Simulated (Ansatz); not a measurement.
# OSr: the cost of one run

Program: Ansatz 0.2.0. Level of theory: the levels named in each step. These are calculated values, not measurements.

## 1. The structure to begin with

Bond lengths: O1–Sr2 2.001 Å.

As a file:

```xyz
2

O     0.0000    0.0000    0.0000
Sr    0.0000    0.0000    2.0006
```

## 2. A rough first relaxation, PBE-D4/def2-SVP

This run stands in another session on the same molecule. It ended at:

```xyz
2

O     0.0000    0.0000    0.0119
Sr    0.0000    0.0000    1.9887
```

## 3. Relaxation, HF/def2-SVP

input.yaml

```yaml
crystal:
  periodic: [false, false, false]
  atoms:
    - { symbol: O, position_ang: [0.0, 0.0, 0.0119366] }
    - { symbol: Sr, position_ang: [0.0, 0.0, 1.9887134] }
basis:
  gaussian: { orbitals: def2-SVP }
hamiltonian:
  xc: hf
relax:
  f_tol: 0.002
  max_steps: 150
```

Started as:

```sh
$ ansatz run input.yaml --threads 1 --pin off --max-ram 2560MiB --backend cpu --events-out ev --progress --plain --runs-dir out
```

What time and memory should one allow on 1 thread of Intel Xeon Platinum 8259CL at 2.50GHz (Skylake/Cascade Lake), shared host?

About 1.8 s, with a peak of 0.091 GiB.
